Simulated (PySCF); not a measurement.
# CH3FPb (Pb(CH3)(F)): the cost of one run

Computed with PySCF 2.14.0. Level: B3LYP, Pb def2-SVP with ECP60, C def2-SVP, H def2-SVP, F def2-SVP; scalar-relativistic core potentials, no spin–orbit coupling.

3 further runs of the same task are left out: 2 for a known fault of the program, 1 that didn't finish.

## Step 1: The system as given

6 atoms, charge 0, spin multiplicity 1.

Bond lengths: Pb1–C2 2.324 Å, Pb1–F6 2.078 Å, C2–H3 1.102 Å, C2–H4 1.104 Å, C2–H5 1.102 Å. Angles: C2–Pb1–F6 94.9°, Pb1–C2–H3 111.0°, Pb1–C2–H4 109.0°, Pb1–C2–H5 109.7°, H3–C2–H4 109.0°, H3–C2–H5 110.0°, H4–C2–H5 108.1°.

As a file:

```xyz
6

Pb   -0.0199    0.0161   -0.2112
C     1.8921   -0.0015    1.1097
H     2.7848   -0.2423    0.5098
H     2.0237    0.9959    1.5637
H     1.7754   -0.7358    1.9226
F    -1.3429   -0.0364    1.3902
```

Formal oxidation states: Pb +2. An earlier session relaxed this geometry at B3LYP, Pb def2-SVP with ECP60, C def2-SVP, H def2-SVP, F def2-SVP (singlet, point group C1).

Its energy there is -332.597307 Eh.

## Step 2: Multiplicity 3 at the relaxed geometry

File run.py (the lines that set the calculation):

```python
mol = gto.M(atom='''
Pb    -0.01990     0.01613    -0.21121
C      1.89211    -0.00146     1.10973
H      2.78481    -0.24231     0.50976
H      2.02373     0.99586     1.56370
H      1.77539    -0.73580     1.92261
F     -1.34288    -0.03641     1.39021''',
    basis={'Pb': 'def2-SVP', 'C': 'def2-SVP', 'H': 'def2-SVP', 'F': 'def2-SVP'},
    ecp={'Pb': 'def2-SVP'},
    charge=0, spin=2)
mf = dft.UKS(mol, xc='B3LYP')
mf.grids.atom_grid = (50, 194)
mf = mf.density_fit()  # fitting sets: Pb def2-universal-JKFIT, C def2-universal-JKFIT, H def2-universal-JKFIT, F def2-universal-JKFIT
mf.conv_tol = 1e-08; mf.max_cycle = 55
mf.kernel(dm0)  # dm0: free metal ions and neutral atoms
```

Started as:

```bash
OMP_NUM_THREADS=2 python run.py
```

**Question.** How long does this run take on 2 threads of Intel Xeon 6975P-C (Granite Rapids), shared host?

About 2 s.
